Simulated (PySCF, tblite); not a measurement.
# C8H12P−: geometry, infrared bands and NMR shifts

Aim: predict the infrared bands and NMR shifts of C8H12P− (`CCc1cc[p-]c1CC`).

Programs: tblite 0.8.0 and PySCF 2.14.0, with density-fitted response routines of our own. Each step states its level of theory. These are calculated values for one molecule in the gas phase, unless marked as measured. Atoms count from 0, in the outputs and in this text.

## 1. The starting structure

21 atoms, charge -1, multiplicity 1; geometry from: force field or distance geometry start.

Bonds of the start (Å): C0–C1 1.52, C1–C2 1.51, C2–C3 1.49, C3–C4 1.35, C4–P5 1.86, P5–C6 1.89, C6–C7 1.49, C7–C8 1.52, C6–C2 1.34, C0–H9 1.10, C0–H10 1.10, C0–H11 1.09, C1–H12 1.09, C1–H13 1.09, C3–H14 1.08, C4–H15 1.08, C7–H16 1.09, C7–H17 1.11, C8–H18 1.09, C8–H19 1.10, C8–H20 1.08.

## 2. Optimising the geometry with GFN2-xTB

Job settings and geometry (Å):

```
{"job": {"kind": "relax", "xc": "GFN2-xTB", "basis": "xTB"}, "charge": -1, "multiplicity": 1}
C     -2.313400    -1.186700    -0.191300
C     -1.207600    -0.503400    -0.979800
C     -0.480200     0.530500    -0.149700
C     -1.133400     1.864100    -0.014500
C     -0.503900     2.797700     0.725900
P      1.078300     2.011000     1.299900
C      0.718600     0.373000     0.434400
C      1.634100    -0.801100     0.533800
C      2.773900    -0.737300    -0.473900
H     -2.810400    -1.946100    -0.806300
H     -3.091000    -0.465900     0.114800
H     -1.939800    -1.679600     0.710200
H     -0.504400    -1.273300    -1.305200
H     -1.607800    -0.051400    -1.882100
H     -2.094500     2.054100    -0.473300
H     -0.823100     3.809400     0.943300
H      2.037500    -0.885100     1.547100
H      1.064500    -1.737000     0.359600
H      2.389600    -0.678600    -1.495500
H      3.408900     0.142400    -0.293900
H      3.395100    -1.619700    -0.389100
```

Run with:

```sh
> OMP_NUM_THREADS=1 python probes_run.py task.json out
```

The driver reads the jobs from task.json and runs them one after another.

**Question.** This job is followed by: GFN2-xTB harmonic vibrations, gas phase; GIAO PBE0/pcSseg-1 NMR shielding, non-relativistic, gas phase. What will the session give for the following? strongest single infrared mode (GFN2-xTB); zero-point energy (GFN2-xTB); 13C shifts against TMS (PBE0/pcSseg-1); 1H shifts against TMS (PBE0/pcSseg-1, means over atoms taken as alike); 31P shifts against H3PO4 (PBE0/pcSseg-1).

The runs gave:

| quantity | value |
| --- | --- |
| strongest single infrared mode (GFN2-xTB) | 2956 cm⁻¹, 202 km/mol |
| zero-point energy (GFN2-xTB) | 109.7 kcal/mol |
| 13C shifts against TMS (PBE0/pcSseg-1) | 148.7, 131.3, 129.4, 117.4, 29.4, 28.3, 25.2, 22.5 ppm |
| 1H shifts against TMS (PBE0/pcSseg-1, means over atoms taken as alike) | 6.65, 6.43, 2.77, 2.63, 1.03, 0.99 ppm |
| 31P shifts against H3PO4 (PBE0/pcSseg-1) | 81.0 ppm |

In words: Relaxing lowered the energy by 0.685 eV in 77 steps; the close pair that moved most is P5–C6, from 1.887 to 1.759 Å. No mode is imaginary among the 57: a minimum at this level. GFN2-xTB is a fitted tight-binding method: band positions and strengths are rough. Its intensities can rank the bands wrongly. NICS(1)zz of -27 ppm above the planar ring from C2 marks a diatropic (aromatic) ring current.
